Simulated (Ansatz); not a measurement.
# SmNbS3: the cost of one run

Method: DFT PBE, scalar-relativistic, plane waves, PAW; 4f electrons in the core of a trivalent norm-conserving potential, in Ansatz 0.2.0.

1 further run of the same task is left out (set aside as unsound or not needed).

### 1 The structure to begin with

The structure is tetragonal, space group P4/mmm (No. 123). Conventional cell: a = 3.790 Å, b = 3.790 Å, c = 7.638 Å, α = 90.00°, β = 90.00°, γ = 90.00°. Sm (site symmetry 4/mmm) has 4 Nb at 2.68 Å in its first shell of neighbours. Nb (site symmetry 4/mmm) has 2 S at 1.90 Å in its first shell of neighbours. S (site symmetry 4mm) is surrounded by 1 Nb at 1.90 Å. Around S (site symmetry 4/mmm) lie 12 S at 3.30 to 3.79 Å.

As a file:

```
Sm Nb S
1.0
     3.78951    0.00000    0.00000
     0.00000    3.78951    0.00000
     0.00000    0.00000    7.63785
Sm Nb S
1 1 3
Direct
  0.50000 0.50000 0.50000
  0.00000 0.00000 0.50000
  0.00000 0.00000 0.74848
  0.00000 0.00000 0.25152
  0.50000 0.50000 0.00000
```

The cell is invented: random cell by space group and Wyckoff sites (P4/mmm, No. 123). Lengths come from tabulated atomic sizes and are only a guess.

### 2 A first look at the guess

Contents of input.yaml:

```yaml
crystal:
  lattice:
    - [3.78950706, 0.0, 0.0]
    - [0.0, 3.78950706, 0.0]
    - [0.0, 0.0, 7.63785345]
  atoms:
    - { symbol: Sm, position: [0.5, 0.5, 0.5] }
    - { symbol: Nb, position: [0.0, 0.0, 0.5] }
    - { symbol: S, position: [0.0, 0.0, 0.74847781] }
    - { symbol: S, position: [0.0, 0.0, 0.25152219] }
    - { symbol: S, position: [0.5, 0.5, 0.0] }
basis:
  ecutwfc: 690
kpoints:
  mp_grid: { grid: [4, 4, 2] }
hamiltonian:
  xc: pbe
  pseudopotentials:
    kind: paw
    azcp: { Sm: "pseudopotentials/pbe/nc/lanthanide_3plus/Sm.nc.azcp" }
scf:
  occupations: { method: gaussian, width: 0.1 }
  lower_state_search: "off"
output:
  forces: true
  stress: true
  eigenvalues: true
```

On the command line:

```
> ansatz run input.yaml --threads 1 --pin off --max-ram 2560MiB --backend cpu --events-out ev --progress --plain --runs-dir out
```

Q: Estimate wall time and peak memory on 1 thread of Intel Xeon at 2.70GHz, shared host.

About 6.1 s, with a peak of 0.44 GiB.
